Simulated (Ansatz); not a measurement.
**CH5AlO3: one species, many methods**

How much do the methods differ for CH5AlO3? The plan is to run it at one geometry with functionals of several rungs and with coupled cluster. The yardstick is the atomisation energy at the CCSD(T) limit.

Program: Ansatz 0.2.0, Gaussian basis. Level of theory: functionals in def2-TZVPP, the program's frozen cores in correlated methods. These are calculated values, not measurements.

Plan: PBE-D4, r2SCAN-D4, PBE0-D4, B3LYP-D4, ωB97X-V, ωB97M-V, B2PLYP; CCSD(T)/def2-TZVPP; MP2/def2-QZVPP; extrapolation to the limit.

### 1 Structure used throughout

All runs share one geometry, relaxed beforehand with PBE0-D4 in a triple-zeta def2 set.

10 atoms, charge 0, spin multiplicity 1.

Atoms are counted from 1 here; the program's logs count them from 0.

Bond lengths: O1–C2 1.539 Å, O1–Al5 1.950 Å, O1–H6 0.963 Å, C2–O3 1.367 Å, C2–O4 1.327 Å, C2–H7 1.094 Å, O3–H8 0.966 Å, O4–Al5 1.806 Å, Al5–H9 1.581 Å, Al5–H10 1.590 Å. Angles: C2–O1–Al5 86.1°, C2–O1–H6 109.3°, Al5–O1–H6 124.7°, O1–C2–O3 108.3°, O1–C2–O4 102.0°, O1–C2–H7 104.1°, O3–C2–O4 115.7°, O3–C2–H7 108.9°, O4–C2–H7 116.7°, C2–O3–H8 106.5°, C2–O4–Al5 98.9°, O1–Al5–O4 72.8°, O1–Al5–H9 111.0° and more.

### 2 PBE-D4 (GGA)

File in.yaml:

```yaml
crystal:
  periodic: [false, false, false]
  atoms:
    - {symbol: O, position_ang: [0.338146, 0.032297, 1.047884]}
    - {symbol: C, position_ang: [-0.294472, -0.961494, 0.057842]}
    - {symbol: O, position_ang: [0.705126, -1.715973, -0.489130]}
    - {symbol: O, position_ang: [-0.928473, -0.150236, -0.779962]}
    - {symbol: Al, position_ang: [-0.378201, 1.432236, -0.104647]}
    - {symbol: H, position_ang: [1.274945, -0.169762, 1.147430]}
    - {symbol: H, position_ang: [-0.918392, -1.602580, 0.686982]}
    - {symbol: H, position_ang: [0.922403, -1.309376, -1.338139]}
    - {symbol: H, position_ang: [-1.472416, 2.284549, 0.653571]}
    - {symbol: H, position_ang: [0.834435, 2.109140, -0.878832]}
basis:
  gaussian: {orbitals: def2-TZVPP}
hamiltonian: {xc: pbe, dispersion: d4}
output: {forces: true, orbitals: {seedname: orbitals}}
```

On the command line:

```sh
> ansatz run in.yaml --threads 4 --pin off --events-out ev --progress --plain --max-ram 10444MiB
```

The runs that follow: r2SCAN-D4 (meta-GGA); PBE0-D4 (hybrid); B3LYP-D4 (hybrid); ωB97X-V (range-separated); ωB97M-V (range-separated); B2PLYP (double hybrid); CCSD(T) in def2-TZVPP; MP2 in def2-QZVPP.

Q: Predict the results of all the runs planned. Wanted: atomisation energy, CCSD(T)/CBS; farthest; mean size of error, hybrid; mean size of error, range-separated; gap, smallest and largest; T1 diagnostic; triples share of the correlation energy.

As calculated:

```
                               quantity                                 value
        atomisation energy, CCSD(T)/CBS                         3684.9 kJ/mol
 functionals within 18.4 kJ/mol (0.5 %)           r2SCAN-D4, ωB97X-V, ωB97M-V
                               farthest                 B2PLYP (-64.3 kJ/mol)
             mean size of error, hybrid                           42.4 kJ/mol
    mean size of error, range-separated                            1.9 kJ/mol
              gap, smallest and largest  5.47 eV (PBE-D4), 11.95 eV (ωB97X-V)
                          T1 diagnostic                                0.0124
triples share of the correlation energy                                 3.6 %
```

PBE-D4 is off by +57.2 kJ/mol. Double hybrids carry the basis error of their MP2 part in triple zeta, and no dispersion term here, so their miss is partly the set-up's. Misses under about 18.4 kJ/mol are within the doubt on the reference itself, which lacks core-valence correlation, relativity and higher excitations. Hartree-Fock recovers 68 % of the binding; the rest is correlation. The gap grows from 5.5 to 12.0 eV across the functionals, mostly with the share of exact exchange.
